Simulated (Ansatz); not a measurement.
# B (sc type): a single-point run

Wanted: a converged single-point run for B (sc type), and a check of what comes out.

Program: Ansatz 0.2.0. Level of theory: DFT, PBEsol, all-electron LAPW, scalar-relativistic. These are calculated values, not measurements.

### Step 1. The starting structure

Symmetry: Pm-3m, No. 221, cubic system. The conventional cell has a = 3.401 Å, b = 3.401 Å, c = 3.401 Å, α = 90.00°, β = 90.00°, γ = 90.00°. Around B (site symmetry m-3m) lie 6 B at 3.40 Å.

Coordinates:

```xyz
1
Lattice="3.4010 0.0000 0.0000 0.0000 3.4010 0.0000 0.0000 0.0000 3.4010" Properties=species:S:1:pos:R:3 pbc="T T T"
B     0.0000    0.0000    0.0000
```

### Step 2. Input and run

The input, input.yaml:

```yaml
crystal:
  lattice:
    - [3.40097024, 0.0, 0.0]
    - [0.0, 3.40097024, 0.0]
    - [0.0, 0.0, 3.40097024]
  atoms:
    - { symbol: B, position: [0.0, 0.0, 0.0] }
kpoints:
  mp_grid: { grid: [20, 20, 20] }
scf:
  occupations: { method: fermi_dirac, width: 0.05 }
  max_iter: 80
hamiltonian:
  xc: pbesol
  pseudopotentials: { kind: all_electron, lapw: { basis_error: 0.001 } }
output:
  forces: true
  stress: true
  eigenvalues: true
  populations: true
```

Run with:

```console
> ansatz run input.yaml --threads 1 --pin off --max-ram 2048MiB --backend cpu --events-out ev --progress --plain --runs-dir out
```

**Question.** How will this run end, and is anything wrong with its input?

This run ends as converged. That alone doesn't make the input a sound one.

Lengths in bohr were typed where ångström are read, so every distance is 1.89 times too long and the bonds are broken. The shortest distance in the input is 3.40 Å.

Fix: divide the lengths by 1.8897.
